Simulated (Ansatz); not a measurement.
CaSi2Sb2:

```
Ca Si Sb
1.0
     4.99739    0.00000    0.00000
    -2.49870    4.32787    0.00000
     0.00000    0.00000    5.86169
Ca Si Sb
1 2 2
Direct
  0.00000 0.00000 0.00000
  0.33333 0.66667 0.25648
  0.66667 0.33333 0.74352
  0.33333 0.66667 0.72240
  0.66667 0.33333 0.27760
```

The cell was built by a generator and needn't be a form met in nature.

Base run:

- Program: Ansatz 0.2.0
- Functional: PBEsol
- Potentials or basis: Ansatz PAW
- Cutoff: 420 eV (not typed: the program's choice for these potentials)
- k mesh: 5 × 5 × 4
- Occupations: fermi-dirac, width 0.05 eV
- Spin: no spin polarisation

Its results: band gap on the k mesh none (metal or under the smearing width); pressure -2.3 GPa; largest force 0.140 eV/Å.

The run is repeated on the same cell with these changes: functional from PBEsol to PBE. What comes out?

Band gap on the k mesh none (metal or under the smearing width); pressure 0.0 GPa; largest force 0.122 eV/Å.

PBE binds less tightly than PBEsol, so the same cell stands under more pressure.

Caveats: spin-orbit coupling is left out, which moves the levels of the heavy elements; the PAW data sets come from PBE, with cores solved anew for the run's functional, which leaves a small shift of forces and pressure (some runs).
